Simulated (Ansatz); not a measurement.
# C3H7NOSi: a ladder of functionals and wavefunction methods

Aim: compute C3H7NOSi with functionals from several rungs and with coupled cluster, and see how far each lands from CCSD(T) at the basis-set limit for the atomisation energy.

Program: Ansatz 0.2.0, Gaussian basis. Level of theory: functionals in def2-TZVPP, the program's frozen cores in correlated methods. These are calculated values, not measurements.

The runs, in order: PBE-D4, r2SCAN-D4, PBE0-D4, B3LYP-D4, ωB97X-V, ωB97M-V, B2PLYP; CCSD(T)/def2-TZVPP; MP2/def2-QZVPP; extrapolation to the limit.

## Step 1: Structure used throughout

All runs share one geometry, relaxed beforehand with PBE0-D4 in a triple-zeta def2 set.

SMILES `C=C1O[SiH2]C1N`, 13 atoms, charge 0, spin multiplicity 1.

Atoms are counted from 1 here; the program's logs count them from 0.

Bond lengths: C1–C2 1.323 Å, C1–H7 1.082 Å, C1–H8 1.082 Å, C2–O3 1.385 Å, C2–C5 1.529 Å, O3–Si4 1.691 Å, Si4–C5 1.891 Å, Si4–H9 1.486 Å, Si4–H10 1.484 Å, C5–N6 1.434 Å, C5–H11 1.096 Å, N6–H12 1.012 Å, N6–H13 1.012 Å. Angles: C2–C1–H7 121.4°, C2–C1–H8 119.6°, H7–C1–H8 118.9°, C1–C2–O3 125.1°, C1–C2–C5 131.3°, O3–C2–C5 103.5°, C2–O3–Si4 93.1°, O3–Si4–C5 79.3°, O3–Si4–H9 112.7°, O3–Si4–H10 113.0°, C5–Si4–H9 116.6°, C5–Si4–H10 121.9°, H9–Si4–H10 109.8°, C2–C5–Si4 81.2°, C2–C5–N6 121.7°, C2–C5–H11 108.5°, Si4–C5–N6 125.5°, Si4–C5–H11 107.3° and more.

## Step 2: PBE-D4 (GGA)

The input, in.yaml:

```yaml
crystal:
  periodic: [false, false, false]
  atoms:
    - {symbol: C, position_ang: [0.108980, -1.987923, -0.156577]}
    - {symbol: C, position_ang: [0.397608, -0.707633, -0.325521]}
    - {symbol: O, position_ang: [1.672975, -0.194003, -0.491503]}
    - {symbol: Si, position_ang: [1.197766, 1.371963, -0.067511]}
    - {symbol: C, position_ang: [-0.485731, 0.539819, -0.285169]}
    - {symbol: N, position_ang: [-1.593334, 0.650863, 0.619298]}
    - {symbol: H, position_ang: [0.883259, -2.743530, -0.141001]}
    - {symbol: H, position_ang: [-0.922137, -2.292245, -0.034413]}
    - {symbol: H, position_ang: [1.586472, 1.733659, 1.320754]}
    - {symbol: H, position_ang: [1.690716, 2.403890, -1.012923]}
    - {symbol: H, position_ang: [-0.827041, 0.757004, -1.304240]}
    - {symbol: H, position_ang: [-2.361770, 0.055281, 0.336987]}
    - {symbol: H, position_ang: [-1.327161, 0.378053, 1.556719]}
basis:
  gaussian: {orbitals: def2-TZVPP}
hamiltonian: {xc: pbe, dispersion: d4}
output: {forces: true, orbitals: {seedname: orbitals}}
```

Launch:

```console
> ansatz run in.yaml --threads 4 --pin off --events-out ev --progress --plain --max-ram 10444MiB
```

Output, shortened:

```text
Functional definition: PBE
  name "PBE"
  cite "Perdew, Burke & Ernzerhof, Phys. Rev. Lett. 77, 3865 (1996) doi:10.1103/PhysRevLett.77.3865"
  parent pbe
[...]
1547 factors; their error is unknown
[...]
mean field -14629.91357920 eV, -537.6394075238 hartree, gradient 1.7e-5 eV, S^2 0.000000; 0 other end points of the search recorded, 0 dependent functions left out
[...]
reference -14629.91362373 eV, -537.6394091605 hartree; 27, 27 occupied and 268, 268 virtual orbitals, 1547 factors
Total energy: -14630.21809418 eV, -537.6505982432 hartree
Atom 0 at     0.108980    -1.987923    -0.156577 Å, force    -0.091925    -0.406499     0.053902 eV/Å
Atom 1 at     0.397608    -0.707633    -0.325521 Å, force    -0.204195     0.210514    -0.027900 eV/Å
Atom 2 at     1.672975    -0.194003    -0.491503 Å, force     0.762275    -0.274092    -0.218331 eV/Å
Atom 3 at     1.197766     1.371963    -0.067511 Å, force    -0.047478     0.431567     0.082141 eV/Å
Atom 4 at    -0.485731     0.539819    -0.285169 Å, force    -0.082530     0.012290    -0.001955 eV/Å
Atom 5 at    -1.593334     0.650863     0.619298 Å, force    -0.111568     0.351705    -0.020996 eV/Å
Atom 6 at     0.883259    -2.743530    -0.141001 Å, force     0.148042    -0.171430     0.012899 eV/Å
Atom 7 at    -0.922137    -2.292245    -0.034413 Å, force    -0.213125    -0.080607     0.021323 eV/Å
Atom 8 at     1.586472     1.733659     1.320754 Å, force     0.045731     0.042620     0.167009 eV/Å
Atom 9 at     1.690716     2.403890    -1.012923 Å, force     0.077319     0.128389    -0.107617 eV/Å
Atom 10 at    -0.827041     0.757004    -1.304240 Å, force    -0.080731     0.058154    -0.203565 eV/Å
Atom 11 at    -2.361770     0.055281     0.336987 Å, force    -0.281984    -0.198767    -0.081852 eV/Å
Atom 12 at    -1.327161     0.378053     1.556719 Å, force     0.080169    -0.103843     0.324944 eV/Å
Dipole moment:    -0.220128     0.082754     0.080873 e Å
```

Wall time 3 s (4 threads of Intel Xeon Platinum 8375C at 2.90GHz, shared host); peak memory 0.45 GiB.

Atomisation energy: 54.441 eV (free atoms -14575.777 eV, run apart). HOMO -5.39 eV, LUMO -1.21 eV.

## Step 3: r2SCAN-D4 (meta-GGA)

Changes to in.yaml since step 2:

```diff
@@ -18,3 +18,3 @@
   gaussian: {orbitals: def2-TZVPP}
-hamiltonian: {xc: pbe, dispersion: d4}
+hamiltonian: {xc: r2scan, dispersion: d4}
 output: {forces: true, orbitals: {seedname: orbitals}}
```

Launched as before.

Output, shortened:

```text
Functional definition: r2SCAN
  name "r2SCAN"
  cite "Furness, Kaplan, Ning, Perdew & Sun, J. Phys. Chem. Lett. 11, 8208 (2020) doi:10.1021/acs.jpclett.0c02405"
  cite "Furness, Kaplan, Ning, Perdew & Sun, J. Phys. Chem. Lett. 11, 9248 (2020) doi:10.1021/acs.jpclett.0c03077"
  parent r2scan
[...]
1547 factors; their error is unknown
[...]
mean field -14637.73162548 eV, -537.9267154257 hartree, gradient 3.9e-5 eV, S^2 0.000000; 0 other end points of the search recorded, 0 dependent functions left out
[...]
reference -14637.73163877 eV, -537.9267159140 hartree; 27, 27 occupied and 268, 268 virtual orbitals, 1547 factors
Total energy: -14637.80842132 eV, -537.9295376208 hartree
Atom 0 at     0.108980    -1.987923    -0.156577 Å, force    -0.037555    -0.247285     0.044527 eV/Å
Atom 1 at     0.397608    -0.707633    -0.325521 Å, force    -0.187242     0.023910     0.011702 eV/Å
[...]
Atom 3 at     1.197766     1.371963    -0.067511 Å, force     0.025082     0.094762     0.018859 eV/Å
Atom 4 at    -0.485731     0.539819    -0.285169 Å, force     0.023079     0.091156    -0.103518 eV/Å
Atom 5 at    -1.593334     0.650863     0.619298 Å, force    -0.183960     0.084265     0.092263 eV/Å
Atom 6 at     0.883259    -2.743530    -0.141001 Å, force    -0.011942     0.010011     0.003283 eV/Å
Atom 7 at    -0.922137    -2.292245    -0.034413 Å, force     0.012180     0.010412    -0.006997 eV/Å
Atom 8 at     1.586472     1.733659     1.320754 Å, force    -0.006939    -0.009724    -0.016166 eV/Å
Atom 9 at     1.690716     2.403890    -1.012923 Å, force     0.005709    -0.012460     0.016839 eV/Å
Atom 10 at    -0.827041     0.757004    -1.304240 Å, force    -0.019642    -0.002357    -0.004327 eV/Å
Atom 11 at    -2.361770     0.055281     0.336987 Å, force    -0.022813    -0.034283     0.005110 eV/Å
Atom 12 at    -1.327161     0.378053     1.556719 Å, force     0.011203    -0.034532     0.020934 eV/Å
Dipole moment:    -0.220847     0.092656     0.083072 e Å
```

Wall time 4.5 s (4 threads of Intel Xeon Platinum 8375C at 2.90GHz, shared host); peak memory 0.48 GiB.

With the free atoms at this level, -14584.736 eV in sum, the atomisation energy is 53.073 eV. HOMO -5.61 eV, LUMO -0.84 eV.

## Step 4: PBE0-D4 (hybrid)

Changes to in.yaml since step 3:

```diff
@@ -18,3 +18,3 @@
   gaussian: {orbitals: def2-TZVPP}
-hamiltonian: {xc: r2scan, dispersion: d4}
-output: {forces: true, orbitals: {seedname: orbitals}}
+hamiltonian: {xc: pbe0, dispersion: d4}
+output: {orbitals: {seedname: orbitals}}
```

Same command.

Output:

```text
Functional definition: PBE0
  name "PBE0"
  cite "Adamo & Barone, J. Chem. Phys. 110, 6158 (1999) doi:10.1063/1.478522"
  cite "Perdew, Burke & Ernzerhof, Phys. Rev. Lett. 77, 3865 (1996) doi:10.1103/PhysRevLett.77.3865"
  parent pbe
  parameter a = 0.25
  parameter kappa = 0.804
  parameter beta = 0.06672455060314922
  exchange = (1 - a)*pbe_x(kappa = kappa, mu = beta*pi^2/3) + a*exact_x
  correlation = pbe_c(beta = beta)
1550 factors; their error is unknown
mean field evaluation 1: about -14620.6079 eV, gradient 7.1e1 eV
mean field evaluation 2: about -14613.3550 eV, gradient 9.0e1 eV
mean field evaluation 4: about -14630.9894 eV, gradient 6.9e0 eV
mean field evaluation 8: about -14631.0851 eV, gradient 1.5e-1 eV
mean field evaluation 16: about -14631.1059 eV, gradient 1.2e-4 eV
mean field -14631.10589485 eV, -537.6832243160 hartree, gradient 3.6e-5 eV, S^2 0.000000; 0 other end points of the search recorded, 0 dependent functions left out
reference -14631.10592798 eV, -537.6832255335 hartree; 27, 27 occupied and 268, 268 virtual orbitals, 1550 factors
Total energy: -14631.36324558 eV, -537.6926817808 hartree
```

It took 3.2 s on 4 threads of Intel Xeon Platinum 8375C at 2.90GHz, shared host; peak memory 0.85 GiB.

With the free atoms at this level, -14578.099 eV in sum, the atomisation energy is 53.264 eV. HOMO -6.60 eV, LUMO -0.33 eV.

## Step 5: B3LYP-D4 (hybrid)

B3LYP here takes the VWN-RPA correlation.

Changes to in.yaml since step 4:

```diff
@@ -18,3 +18,3 @@
   gaussian: {orbitals: def2-TZVPP}
-hamiltonian: {xc: pbe0, dispersion: d4}
-output: {orbitals: {seedname: orbitals}}
+hamiltonian: {xc: {name: B3LYP}, dispersion: d4}
+output: {forces: true, orbitals: {seedname: orbitals}}
```

Launched as before.

Output, shortened:

```text
Functional definition: B3LYP
  name "B3LYP"
  cite "Stephens, Devlin, Chabalowski & Frisch, J. Phys. Chem. 98, 11623 (1994) doi:10.1021/j100096a001"
  cite "Becke, Phys. Rev. A 38, 3098 (1988) doi:10.1103/PhysRevA.38.3098"
  cite "Lee, Yang & Parr, Phys. Rev. B 37, 785 (1988) doi:10.1103/PhysRevB.37.785"
  cite "Vosko, Wilk & Nusair, Can. J. Phys. 58, 1200 (1980) doi:10.1139/p80-159"
[...]
1550 factors; their error is unknown
[...]
mean field -14642.87779196 eV, -538.1158335554 hartree, gradient 2.7e-5 eV, S^2 0.000000; 0 other end points of the search recorded, 0 dependent functions left out
[...]
reference -14642.87807677 eV, -538.1158440219 hartree; 27, 27 occupied and 268, 268 virtual orbitals, 1550 factors
Total energy: -14643.36632573 eV, -538.1337868405 hartree
Atom 0 at     0.108980    -1.987923    -0.156577 Å, force    -0.030822    -0.122808     0.018057 eV/Å
[...]
Atom 3 at     1.197766     1.371963    -0.067511 Å, force     0.175328     0.335970     0.068923 eV/Å
Atom 4 at    -0.485731     0.539819    -0.285169 Å, force     0.075225     0.124294    -0.279292 eV/Å
Atom 5 at    -1.593334     0.650863     0.619298 Å, force    -0.167907    -0.018237     0.148293 eV/Å
Atom 6 at     0.883259    -2.743530    -0.141001 Å, force    -0.062098     0.037716     0.000445 eV/Å
Atom 7 at    -0.922137    -2.292245    -0.034413 Å, force     0.074543    -0.000941    -0.007107 eV/Å
Atom 8 at     1.586472     1.733659     1.320754 Å, force    -0.027163    -0.015727    -0.085187 eV/Å
Atom 9 at     1.690716     2.403890    -1.012923 Å, force    -0.031563    -0.059564     0.064315 eV/Å
Atom 10 at    -0.827041     0.757004    -1.304240 Å, force    -0.009371    -0.016714     0.074089 eV/Å
Atom 11 at    -2.361770     0.055281     0.336987 Å, force    -0.026488     0.010012     0.026146 eV/Å
Atom 12 at    -1.327161     0.378053     1.556719 Å, force    -0.035035     0.007814     0.019159 eV/Å
Dipole moment:    -0.220724     0.096271     0.083038 e Å
```

Run time: 5 s. Hardware: 4 threads of Intel Xeon Platinum 8375C at 2.90GHz, shared host; peak memory 1 GiB.

With the free atoms at this level, -14590.360 eV in sum, the atomisation energy is 53.006 eV. HOMO -6.39 eV, LUMO -0.56 eV.

## Step 6: ωB97X-V (range-separated)

Changes to in.yaml since step 5:

```diff
@@ -18,3 +18,3 @@
   gaussian: {orbitals: def2-TZVPP}
-hamiltonian: {xc: {name: B3LYP}, dispersion: d4}
-output: {forces: true, orbitals: {seedname: orbitals}}
+hamiltonian: {xc: {name: wB97X-V}}
+output: {orbitals: {seedname: orbitals}}
```

Launched as before.

Output, shortened:

```text
Functional definition: wB97X-V
  name "wB97X-V"
  cite "Mardirossian & Head-Gordon, Phys. Chem. Chem. Phys. 16, 9904 (2014) doi:10.1039/C3CP54374A"
  cite "Becke, J. Chem. Phys. 107, 8554 (1997) doi:10.1063/1.475007"
  cite "Vydrov & Van Voorhis, J. Chem. Phys. 133, 244103 (2010) doi:10.1063/1.3521275"
[...]
      + integral(e_c_pw_opposite_spin*poly(b97_u_opposite, cos0, cos1)) + vv10(b, c)
1550 factors; their error is unknown
373 factors; integrals over basis functions are off by at most 9.1e-6 eV
[...]
mean field -14638.92866710 eV, -537.9707058936 hartree, gradient 5.4e-5 eV, S^2 0.000000; 0 other end points of the search recorded, 0 dependent functions left out
reference -14638.92866488 eV, -537.9707058121 hartree; 27, 27 occupied and 268, 268 virtual orbitals, 1550 factors
Total energy: -14638.92866488 eV, -537.9707058121 hartree
```

Wall time 7.5 s (4 threads of Intel Xeon Platinum 8375C at 2.90GHz, shared host); peak memory 1 GiB.

With the free atoms at this level, -14585.722 eV in sum, the atomisation energy is 53.207 eV. HOMO -8.92 eV, LUMO 1.68 eV.

## Step 7: ωB97M-V (range-separated)

Changes to in.yaml since step 6:

```diff
@@ -18,3 +18,3 @@
   gaussian: {orbitals: def2-TZVPP}
-hamiltonian: {xc: {name: wB97X-V}}
-output: {orbitals: {seedname: orbitals}}
+hamiltonian: {xc: {name: wB97M-V}}
+output: {forces: true, orbitals: {seedname: orbitals}}
```

Launched as before.

Output, shortened:

```text
Functional definition: wB97M-V
  name "wB97M-V"
  cite "Mardirossian & Head-Gordon, J. Chem. Phys. 144, 214110 (2016) doi:10.1063/1.4952647"
  cite "Becke, J. Chem. Phys. 107, 8554 (1997) doi:10.1063/1.475007"
  cite "Vydrov & Van Voorhis, J. Chem. Phys. 133, 244103 (2010) doi:10.1063/1.3521275"
  # Of w^i u^j: cxij and so on, Table III.
[...]
  gx(w, u) = 1 - cx + cx01*u + cx10*w
  gss(w, u) = css00 + css04*u^4 + css10*w + css20*w^2 + css43*w^4*u^3
  gos(w, u) = cos00 + cos10*w + (cos20 + cos21*u)*w^2 + (cos60 + cos61*u)*w^6
[...]
      + integral(e_c_pw_mod_opposite_spin*gos(b97_w_opposite, b97_u_opposite)) + vv10(b, c)
1550 factors; their error is unknown
373 factors; integrals over basis functions are off by at most 9.1e-6 eV
[...]
Atom 3 at     1.197766     1.371963    -0.067511 Å, force     0.076436     0.188090     0.049273 eV/Å
Atom 4 at    -0.485731     0.539819    -0.285169 Å, force     0.197519     0.180297    -0.282434 eV/Å
Atom 5 at    -1.593334     0.650863     0.619298 Å, force    -0.208594    -0.037263     0.193485 eV/Å
Atom 6 at     0.883259    -2.743530    -0.141001 Å, force    -0.045595     0.068749    -0.005617 eV/Å
Atom 7 at    -0.922137    -2.292245    -0.034413 Å, force     0.062883     0.033560    -0.006946 eV/Å
Atom 8 at     1.586472     1.733659     1.320754 Å, force    -0.057549    -0.037271    -0.158501 eV/Å
Atom 9 at     1.690716     2.403890    -1.012923 Å, force    -0.068332    -0.120829     0.119506 eV/Å
Atom 10 at    -0.827041     0.757004    -1.304240 Å, force     0.029337    -0.035449     0.083255 eV/Å
Atom 11 at    -2.361770     0.055281     0.336987 Å, force     0.034758     0.016499     0.024394 eV/Å
Atom 12 at    -1.327161     0.378053     1.556719 Å, force    -0.020452     0.009028    -0.025388 eV/Å
Dipole moment:    -0.216776     0.095677     0.082758 e Å
```

Run time: 11 s. Hardware: 4 threads of Intel Xeon Platinum 8375C at 2.90GHz, shared host; peak memory 1.3 GiB.

Atomisation energy: 53.215 eV (free atoms -14585.853 eV, run apart). HOMO -8.83 eV, LUMO 1.35 eV.

## Step 8: B2PLYP (double hybrid)

Changes to in.yaml since step 7:

```diff
@@ -18,3 +18,2 @@
   gaussian: {orbitals: def2-TZVPP}
-hamiltonian: {xc: {name: wB97M-V}}
-output: {forces: true, orbitals: {seedname: orbitals}}
+hamiltonian: {xc: {name: B2PLYP}}
```

Launched as before.

Output, shortened:

```text
Functional definition: B2PLYP
  name "B2PLYP"
  cite "Grimme, J. Chem. Phys. 124, 034108 (2006) doi:10.1063/1.2148954"
  cite "Becke, Phys. Rev. A 38, 3098 (1988) doi:10.1103/PhysRevA.38.3098"
  cite "Lee, Yang & Parr, Phys. Rev. B 37, 785 (1988) doi:10.1103/PhysRevB.37.785"
[...]
1756 factors; integrals over basis functions are off by at most 9.1e-4 eV
[...]
mean field -14624.14431254 eV, -537.4273908848 hartree, gradient 4.3e-6 eV, S^2 0.000000; 0 other end points of the search recorded, 0 dependent functions left out
10 core orbitals not correlated: weight in the atoms' cores, before any rotation towards them, 1.000 or more for the frozen orbitals, at most 0.000 for the correlated occupied ones
reference -14624.14449225 eV, -537.4273974891 hartree; 17, 17 occupied and 268, 268 virtual orbitals, 1756 factors
second order -34.68917457 eV of doubles, -0.00000000 eV of singles
Total energy: -14633.51056938 eV, -537.7715944751 hartree
```

Run time: 6.5 s. Hardware: 4 threads of Intel Xeon Platinum 8375C at 2.90GHz, shared host; peak memory 0.94 GiB.

Atomisation energy: 52.401 eV (free atoms -14581.110 eV, run apart).

## Step 9: Frontier levels by functional

Dipoles come from the runs that computed forces. Levels, from each run's orbital file:

```csv
functional,HOMO (eV),LUMO (eV),gap (eV),dipole (D)
PBE-D4,-5.39,-1.21,4.18,1.19
r2SCAN-D4,-5.61,-0.84,4.77,1.22
PBE0-D4,-6.60,-0.33,6.27,
B3LYP-D4,-6.39,-0.56,5.83,1.22
ωB97X-V,-8.92,1.68,10.60,
ωB97M-V,-8.83,1.35,10.18,1.21
```

## Step 10: CCSD(T) in def2-TZVPP

Changes to in.yaml since step 8:

```diff
@@ -18,2 +18,2 @@
   gaussian: {orbitals: def2-TZVPP}
-hamiltonian: {xc: {name: B2PLYP}}
+correlation: {method: ccsd_t}
```

Launched as before.

Output, shortened:

```text
Functional definition: HF
  name "HF"
  cite "Fock, Z. Phys. 61, 126 (1930) doi:10.1007/BF01340294"
  parent pbe
[...]
1756 factors; integrals over basis functions are off by at most 9.1e-4 eV
[...]
mean field -14585.73675562 eV, -536.0159392016 hartree, gradient 1.7e-6 eV, S^2 0.000000; 0 other end points of the search recorded, 0 dependent functions left out
10 core orbitals not correlated: weight in the atoms' cores, before any rotation towards them, 1.000 or more for the frozen orbitals, at most 0.000 for the correlated occupied ones
reference -14585.73675562 eV, -536.0159392016 hartree; 17, 17 occupied and 268, 268 virtual orbitals, 1756 factors
second order -28.53154530 eV of doubles, -0.00000000 eV of singles
cycle   1  -28.72760643 eV  change   -2.0e-1 eV  update   1.2e-1
[...]
cycle   9  -29.60425296 eV  change   -3.0e-5 eV  update   3.3e-5
perturbative correction -1.29669015 eV, -0.0476524840 hartree
Total energy: -14616.63769872 eV, -537.1515279152 hartree
```

Wall time 6.3 min (4 threads of Intel Xeon Platinum 8375C at 2.90GHz, shared host); peak memory 3.9 GiB.

## Step 11: MP2 in def2-QZVPP

Changes to in.yaml since step 10:

```diff
@@ -17,3 +17,3 @@
 basis:
-  gaussian: {orbitals: def2-TZVPP}
-correlation: {method: ccsd_t}
+  gaussian: {orbitals: "def2-QZVPP.json"}
+correlation: {method: mp2}
```

Launched as before.

Output:

```text
Functional definition: HF
  name "HF"
  cite "Fock, Z. Phys. 61, 126 (1930) doi:10.1007/BF01340294"
  parent pbe
  exchange = exact_x
  correlation = 0
3393 factors; integrals over basis functions are off by at most 8.6e-4 eV
mean field evaluation 1: about -14580.7834 eV, gradient 4.7e1 eV
mean field evaluation 2: about -14580.9800 eV, gradient 4.7e1 eV
mean field evaluation 4: about -14586.2081 eV, gradient 5.2e0 eV
mean field evaluation 8: about -14586.2941 eV, gradient 4.2e-1 eV
mean field -14586.29538165 eV, -536.0364683294 hartree, gradient 6.4e-6 eV, S^2 0.000000; 0 other end points of the search recorded, 0 dependent functions left out
10 core orbitals not correlated: weight in the atoms' cores, before any rotation towards them, 1.000 or more for the frozen orbitals, at most 0.000 for the correlated occupied ones
reference -14586.29538165 eV, -536.0364683294 hartree; 17, 17 occupied and 538, 538 virtual orbitals, 3393 factors
second order -30.54479524 eV of doubles, -0.00000000 eV of singles
Total energy: -14616.84017689 eV, -537.1589688506 hartree
```

It took 26 s on 4 threads of Intel Xeon Platinum 8375C at 2.90GHz, shared host; peak memory 4.7 GiB.

Energy pieces by basis (eV):

```csv
basis,HF,MP2 correlation,CCSD correlation,(T),total
def2-TZVPP,-14585.7368,-28.5315,-29.6043,-1.2967,-14616.6377
def2-QZVPP,-14586.2954,-30.5448,,,-14616.8402 (MP2)
```

The report of the def2-TZVPP run gives T1 = 0.0123.

## Step 12: From triple and quadruple zeta to the limit

No new run: Hartree-Fock is extrapolated as exp(−7.88√X) and correlation as X^−2.97, with X = 3 and 4; only MP2 was run in the larger set, so CCSD(T) minus MP2 is added from the smaller one.

```csv
level,energy at the limit (eV)
HF,-14586.3723
MP2,-14618.4084
CCSD,-14619.4811
CCSD(T),-14620.7778
```

## Step 13: Atomisation energies

Free atoms (3 C, 1 O, 1 Si, 1 N, 7 H) were run apart at each level; the atomisation energy is their sum less the molecule, without zero-point or spin-orbit terms.

```csv
method,rung,"atoms, summed (eV)",atomisation energy (eV),from CCSD(T)/CBS (eV),time
PBE-D4,GGA,-14575.777,54.441,+1.516,3 s
r2SCAN-D4,meta-GGA,-14584.736,53.073,+0.148,4.5 s
PBE0-D4,hybrid,-14578.099,53.264,+0.339,3.2 s
B3LYP-D4,hybrid,-14590.360,53.006,+0.081,5 s
ωB97X-V,range-separated,-14585.722,53.207,+0.282,7.5 s
ωB97M-V,range-separated,-14585.853,53.215,+0.290,11 s
B2PLYP,double hybrid,-14581.110,52.401,-0.524,6.5 s
HF/def2-TZVPP,wavefunction,-14548.440,37.297,-15.628,
MP2/def2-TZVPP,wavefunction,-14561.798,52.470,-0.455,
CCSD/def2-TZVPP,wavefunction,-14564.852,50.489,-2.436,
CCSD(T)/def2-TZVPP,wavefunction,-14565.225,51.413,-1.512,6.3 min
MP2/CBS,wavefunction,-14564.426,53.982,+1.057,
CCSD(T)/CBS,wavefunction,-14567.853,52.925,0,6.8 min
```

Among the levels timed on like hardware and quicker than the yardstick, those that no quicker one beats, quickest first: PBE-D4 (3 s, +1.516 eV); PBE0-D4 (3.2 s, +0.339 eV); r2SCAN-D4 (4.5 s, +0.148 eV); B3LYP-D4 (5 s, +0.081 eV).

B2PLYP carry no dispersion term (for B3LYP, D4 adds 0.488 eV).

Times are those of the molecule's run; HF, MP2 and CCSD come out of the CCSD(T) runs, and the limit's time is the sum of the runs that it needs.

## Step 14: Results

| quantity | value |
| --- | --- |
| atomisation energy, CCSD(T)/CBS | 52.925 eV |
| functionals within 0.265 eV (0.5 %) | r2SCAN-D4, B3LYP-D4 |
| farthest | PBE-D4 (+1.516 eV) |
| mean size of error, hybrid | 0.210 eV |
| mean size of error, range-separated | 0.286 eV |
| gap, smallest and largest | 4.18 eV (PBE-D4), 10.60 eV (ωB97X-V) |
| T1 diagnostic | 0.0123 |
| triples share of the correlation energy | 4.2 % |

In words: PBE-D4 is off by +1.516 eV. Double hybrids carry the basis error of their MP2 part in triple zeta, and no dispersion term here, so their miss is partly the set-up's. The reference freezes the cores and leaves out relativity and excitations past (T), so misses under about 0.265 eV can't be ranked. Hartree-Fock recovers 70 % of the binding; the rest is correlation. Orbital gaps span 4.2 to 10.6 eV; exact exchange widens them.

For cost: B3LYP-D4 gets within 0.081 eV in 5 s, where CCSD(T)/CBS took 6.8 min; the quickest level in the cost chart, PBE-D4, takes 3 s and misses by 1.516 eV.
